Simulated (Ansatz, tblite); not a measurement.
# Al(H2O)Cl3 (AlCl3H2O): rung by rung

Aim: run the singlet of Al(H2O)Cl3 (AlCl3H2O) at one geometry on many levels, and compare frontier levels, spin and run time.

Program: Ansatz 0.2.0, Gaussian basis. Level of theory: as each input shows. These are calculated values, not measurements.

The runs, in order: GFN1-xTB, GFN2-xTB, PBE-D4/def2-TZVP, r2SCAN-D4/def2-TZVP, LC-ωPBE/def2-TZVP, revPBE-D4/def2-TZVP, LDA/def2-TZVP, B97M-V/def2-TZVP, BLYP-D4/def2-TZVP, B3LYP-D4/def2-TZVP, r2SCANh-D4/def2-TZVP, PBE-D4/def2-SVP, PBE0-D4/def2-SVP, HF/STO-3G, HF/6-31G, B3LYP-D4/6-31G, PBE0-D4/def2-TZVPD, PBE-D4/def2-TZVPD, r2SCAN-D4/def2-TZVPD, CCSD(T)/def2-TZVPP, MP2/def2-TZVP, RPA/def2-TZVP.

## 1. The geometry

The geometry is that of the singlet, from an earlier relaxation (PBE-D4/def2-SVP).

7 atoms, charge 0, spin multiplicity 1.

Bond lengths: Al1–O2 1.982 Å, Al1–Cl5 2.110 Å, Al1–Cl6 2.135 Å, Al1–Cl7 2.136 Å, O2–H3 0.983 Å, O2–H4 0.983 Å. Angles: O2–Al1–Cl5 106.9°, O2–Al1–Cl6 95.3°, O2–Al1–Cl7 95.2°, Cl5–Al1–Cl6 117.8°, Cl5–Al1–Cl7 117.8°, Cl6–Al1–Cl7 116.9°, Al1–O2–H3 106.3°, Al1–O2–H4 106.6°, H3–O2–H4 106.7°.

PBE0-D4/def2-TZVP was run before; its log isn't repeated, and its numbers join the tables.

## 2. GFN1-xTB

Tight binding, by tblite at 300 K electronic temperature and without a spin-polarisation term:

```python
tblite.interface.Calculator('GFN1-xTB', numbers, positions, charge=0, uhf=0).singlepoint()
```

Energy -546.4579 eV, HOMO -12.71 eV, LUMO -7.27 eV; 0.006 s.

## 3. GFN2-xTB

Tight binding, by tblite at 300 K electronic temperature and without a spin-polarisation term:

```python
tblite.interface.Calculator('GFN2-xTB', numbers, positions, charge=0, uhf=0).singlepoint()
```

Energy -544.7856 eV, HOMO -11.42 eV, LUMO -5.03 eV; 0.005 s.

## 4. PBE-D4/def2-TZVP

start.molden holds the orbitals of an earlier run on this state, given as this run's starting guess.

Input file in.yaml:

```yaml
crystal:
  periodic: [false, false, false]
  atoms:
    - {symbol: Al, position_ang: [0.170056, -0.052307, -0.784588]}
    - {symbol: O, position_ang: [0.177842, 0.039425, 1.194850]}
    - {symbol: H, position_ang: [-0.410898, -0.683909, 1.506901]}
    - {symbol: H, position_ang: [-0.260322, 0.885439, 1.438401]}
    - {symbol: Cl, position_ang: [2.177536, -0.266150, -1.396892]}
    - {symbol: Cl, position_ang: [-0.761052, 1.848785, -1.065992]}
    - {symbol: Cl, position_ang: [-1.093152, -1.771284, -0.892690]}
basis:
  gaussian: {orbitals: def2-TZVP, initial_orbitals: start.molden}
hamiltonian: {xc: pbe, dispersion: d4}
scf: {omitted_lower_state_checks: [starts]}
output: {orbitals: {seedname: orbitals}}
```

Run with:

```sh
$ ansatz run in.yaml --threads 4 --pin off --events-out ev --progress --plain --max-ram 3916MiB
```

After this run come: r2SCAN-D4/def2-TZVP; LC-ωPBE/def2-TZVP; revPBE-D4/def2-TZVP; LDA/def2-TZVP; B97M-V/def2-TZVP; BLYP-D4/def2-TZVP; B3LYP-D4/def2-TZVP; r2SCANh-D4/def2-TZVP; PBE-D4/def2-SVP; PBE0-D4/def2-SVP; HF/STO-3G; HF/6-31G; B3LYP-D4/6-31G; PBE0-D4/def2-TZVPD; PBE-D4/def2-TZVPD; r2SCAN-D4/def2-TZVPD; CCSD(T)/def2-TZVPP; MP2/def2-TZVP; RPA/def2-TZVP.

Before running them: what should the planned runs give, taken together? Wanted: gap in def2-TZVP, named functionals, smallest and largest; correlation energy, CCSD(T)/def2-TZVPP; correlation energy, MP2/def2-TZVP; binding an atom, CCSD(T)/def2-TZVPP; PBE0 total energy, smallest basis above largest.

The runs gave:

| quantity | value |
| --- | --- |
| gap in def2-TZVP, named functionals, smallest and largest | 5.43 eV (BLYP-D4), 12.99 eV (LC-ωPBE) |
| correlation energy, CCSD(T)/def2-TZVPP | -26.79 eV |
| correlation energy, MP2/def2-TZVP | -23.89 eV |
| binding an atom, CCSD(T)/def2-TZVPP | 3.426 eV |
| PBE0 total energy, smallest basis above largest | 17.78 eV (def2-SVP, def2-TZVPD) |

In words: Over the named functionals in def2-TZVP the gap runs from 5.43 eV (BLYP-D4) to 12.99 eV (LC-ωPBE); exact exchange widens it. A small miss in a minimal or small basis is a cancelling of errors, not accuracy. The functionals in def2-TZVP miss CCSD(T)/def2-TZVPP by -0.002 (BLYP-D4) to +0.544 eV (LDA) an atom. CCSD(T)/def2-TZVPP isn't at the basis-set limit; small misses against it rank nothing.
